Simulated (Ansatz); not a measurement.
# NaY: the cost of one run

Method: DFT PBE, scalar-relativistic, plane waves, PAW, in Ansatz 0.2.0.

1 further run of the same task is left out (it didn't finish).

### Step 1. The structure to begin with

Symmetry: R-3m, No. 166, trigonal system. The conventional cell has a = 3.719 Å, b = 3.719 Å, c = 17.880 Å, α = 90.00°, β = 90.00°, γ = 120.00°. Around Na (site symmetry -3m) lie 6 Y at 3.67 Å and 6 Na at 3.72 Å. Y (site symmetry -3m) has 6 Na at 3.67 Å and 6 Y at 3.72 Å as nearest neighbours.

As a file:

```cif
data_structure
_symmetry_space_group_name_H-M 'P 1'
_symmetry_Int_Tables_number 1
_cell_length_a 6.3349
_cell_length_b 6.3349
_cell_length_c 6.3349
_cell_angle_alpha 34.138
_cell_angle_beta 34.138
_cell_angle_gamma 34.138
_cell_volume 71.38
loop_
_atom_site_label
_atom_site_type_symbol
_atom_site_fract_x
_atom_site_fract_y
_atom_site_fract_z
_atom_site_occupancy
Na1 Na 0.50000 0.50000 0.50000 1
Y1 Y 0.00000 0.00000 0.00000 1
```

Recipe of the guess: close-packed layers stacked AB|C (R-3m, No. 166). Its size is a rough estimate.

### Step 2. A first look at the guess

input.yaml reads:

```yaml
crystal:
  lattice:
    - [1.85943299, 1.07354414, 5.95995647]
    - [-1.85943299, 1.07354414, 5.95995647]
    - [0.0, -2.14708828, 5.95995647]
  atoms:
    - { symbol: Na, position: [0.5, 0.5, 0.5] }
    - { symbol: "Y", position: [0.0, 0.0, 0.0] }
basis:
  ecutwfc: 420
kpoints:
  mp_grid: { grid: [6, 6, 6] }
hamiltonian:
  xc: pbe
scf:
  occupations: { method: gaussian, width: 0.1 }
  lower_state_search: "off"
output:
  forces: true
  stress: true
  eigenvalues: true
```

Launch:

```
> ansatz run input.yaml --threads 1 --pin off --max-ram 2560MiB --backend cpu --events-out ev --progress --plain --runs-dir out
```

Q: Estimate wall time and peak memory on 1 thread of Arm Neoverse N1, shared host.

About 3.1 s, with a peak of 0.31 GiB.
